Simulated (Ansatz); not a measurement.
Turn this script for Ansatz 0.2.0, Python API into the input file that the command-line program reads.

The cells in order, each with its output:

In [1]:
```python
import itertools

import ansatz as az
from ase.data import atomic_numbers, covalent_radii
import numpy as np
```

In [2]:
```python
params = {
    'basis': 'def2-SVP',
    'xc': 'pbe0',
}
```

In [3]:
```python
GEOMETRY = '''
F    -1.30460   -1.12540    0.60570
Ge   -0.01760   -0.14460   -0.04650
S     1.20240    0.60590    1.61830
S    -0.72950    1.59170   -1.20700
H     0.84970   -1.04320   -0.99080
H     1.51560   -0.68730    2.06910
H    -1.45480    0.73490   -2.09450
'''
```

In [4]:
```python
geometry = az.Crystal.molecule()
for line in GEOMETRY.strip().splitlines():
    symbol, *xyz = line.split()
    geometry = geometry.atom(symbol, [float(v) for v in xyz])
```

In [5]:
```python
model = (
    geometry.calculation()
    .basis(gaussian=params['basis'])
    .functional(params['xc'])
)
symbols = [site.symbol for site in geometry.cartesian_sites]
start = np.array([site.position_ang for site in geometry.cartesian_sites], dtype=float)
def progress(event):
    if event['event'] == 'relax_step':
        row = event['data']
        print(f'step {row["step"]:3d}  E = {row["lagrangian_ev"]:.6f} eV  largest force component {row["allowed_force_max_ev_ang"]:.4f} eV/A')


summary = model.relax(force_tolerance=0.02).session().plan().execute(on_event=progress).report
end = np.array(summary['positions_ang'])
```
```text
step   1  E = -80923.643188 eV  largest force component 1.1145 eV/A
step   2  E = -80923.772330 eV  largest force component 0.6489 eV/A
step   3  E = -80923.801879 eV  largest force component 0.2541 eV/A
step   4  E = -80923.806662 eV  largest force component 0.1702 eV/A
step   5  E = -80923.809812 eV  largest force component 0.0363 eV/A
step   6  E = -80923.810159 eV  largest force component 0.0239 eV/A
step   7  E = -80923.810278 eV  largest force component 0.0064 eV/A
step   8  E = -80923.810403 eV  largest force component 0.0125 eV/A
step   9  E = -80923.811016 eV  largest force component 0.0553 eV/A
step  10  E = -80923.756419 eV  largest force component 0.9807 eV/A
step  11  E = -80923.815672 eV  largest force component 0.0572 eV/A
step  12  E = -80923.813678 eV  largest force component 0.3067 eV/A
step  13  E = -80923.817660 eV  largest force component 0.0465 eV/A
step  14  E = -80923.818411 eV  largest force component 0.1216 eV/A
step  15  E = -80923.820622 eV  largest force component 0.0163 eV/A
step  16  E = -80923.820873 eV  largest force component 0.0333 eV/A
step  17  E = -80923.820989 eV  largest force component 0.0377 eV/A
step  18  E = -80923.821060 eV  largest force component 0.0223 eV/A
step  19  E = -80923.821086 eV  largest force component 0.0050 eV/A
```

In [6]:
```python
print(f'E = {summary["free_energy_ev"]:.6f} eV = {summary["free_energy_ev"] / 27.211386246:.7f} Ha')
print('converged:', summary['converged'], ' doubts:', summary['published_state_doubts'] or 'none')
```
```text
E = -80923.821109 eV = -2973.8955736 Ha
converged: True  doubts: none
```

In [7]:
```python
# pairs closer than 1.2 times the sum of covalent radii, before or after
radius = [covalent_radii[atomic_numbers[s]] for s in symbols]
span = lambda where, i, j: np.linalg.norm(where[i] - where[j])
bonded = [(i, j) for i, j in itertools.combinations(range(len(symbols)), 2) if min(span(start, i, j), span(end, i, j)) < 1.2 * (radius[i] + radius[j])]
print('pair        before    after (A)')
for i, j in bonded:
    print(f'{symbols[i]}{i}-{symbols[j]}{j}'.ljust(10), f'{span(start, i, j):8.4f} {span(end, i, j):8.4f}')
```
```text
pair        before    after (A)
F0-Ge1       1.7446   1.7440
Ge1-S2       2.1962   2.2015
Ge1-S3       2.2064   2.2052
Ge1-H4       1.5657   1.5343
S2-H5        1.4049   1.3519
S3-H6        1.4310   1.3524
```

In [8]:
```python
charges = summary['charge_distribution']
print('dipole moment', round(4.803205 * float(np.linalg.norm(charges['dipole_moment_e_ang'])), 3), 'D')
print('Mulliken:', [(s, round(q, 3)) for s, q in zip(symbols, charges['mulliken_charges_e'])])
```
```text
dipole moment 1.887 D
Mulliken: [('F', -0.387), ('Ge', 0.663), ('S', -0.213), ('S', -0.221), ('H', -0.061), ('H', 0.105), ('H', 0.114)]
```

`input.yaml`:
```yaml
crystal:
  periodic: [false, false, false]
  atoms:
    - { symbol: F, position_ang: [-1.3046, -1.1254, 0.6057] }
    - { symbol: Ge, position_ang: [-0.0176, -0.1446, -0.0465] }
    - { symbol: S, position_ang: [1.2024, 0.6059, 1.6183] }
    - { symbol: S, position_ang: [-0.7295, 1.5917, -1.207] }
    - { symbol: H, position_ang: [0.8497, -1.0432, -0.9908] }
    - { symbol: H, position_ang: [1.5156, -0.6873, 2.0691] }
    - { symbol: H, position_ang: [-1.4548, 0.7349, -2.0945] }
basis:
  gaussian:
    orbitals: def2-SVP
hamiltonian:
  xc: pbe0
relax:
  f_tol: 0.02
```

Notes:
- Total energies depend on the basis set; only differences at equal settings carry meaning.
- The end point is the stationary point reached from this start; no frequency run checks that it is a minimum, and the basis set is modest.
- Hardware and time: 90 s on 1 thread of Arm Neoverse V2, on a shared host, peak memory 0.29 GiB.

(Lines on the test bed's own set-up are left out of the output.)
